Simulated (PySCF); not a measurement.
# C2H5B2F2N: the cost of one run

The runs use PySCF 2.14.0, with density-fitted response routines of our own; the level of theory stands in each step. All values are computed, except where a source is named. Atoms count from 0, in the outputs and in this text.

### Step 1. The starting structure

12 atoms, charge 0, multiplicity 1; geometry from: GFN2-xTB. The atoms were then displaced at random by about 0.01 Å, so the start is not that level's minimum.

Bonds of the start (Å): B0–N1 1.48, N1–C2 1.16, C2–C3 1.39, C3–B4 1.62, B4–F5 1.31, B4–F6 1.32, B0–H7 1.17, B0–H8 1.22, B0–H9 1.17, C3–H10 1.09, C3–H11 1.11.

### Step 2. Optimising the geometry at PBE0-D3(BJ)/def2-SVP

Job settings and geometry (Å):

```
{"job": {"xc": "PBE0", "basis": "def2-SVP", "d3": "d3bj", "grid": 1, "shake": 0.01, "kind": "geom"}, "charge": 0, "multiplicity": 1}
B      2.515280     0.628280     0.177550
N      1.141710     0.087860     0.224600
C      0.069840    -0.362790     0.251690
C     -1.201360    -0.918430     0.270810
B     -2.382740     0.126060    -0.088690
F     -3.480870    -0.232830    -0.697050
F     -2.314210     1.396380     0.245170
H      3.055310     0.304970     1.167130
H      2.346740     1.840050     0.132940
H      2.987240     0.194730    -0.800590
H     -1.277930    -1.768800    -0.410840
H     -1.419310    -1.323750     1.282960
```

The run is started by

```sh
$ OMP_NUM_THREADS=1 python probes_run.py task.json out
```

The driver reads the jobs from task.json and runs them one after another.

**Question.** How long does this first job take on 1 thread of Arm Neoverse V1, shared host, and how much memory does it need?

About 87 s, with a peak of 0.5 GiB.
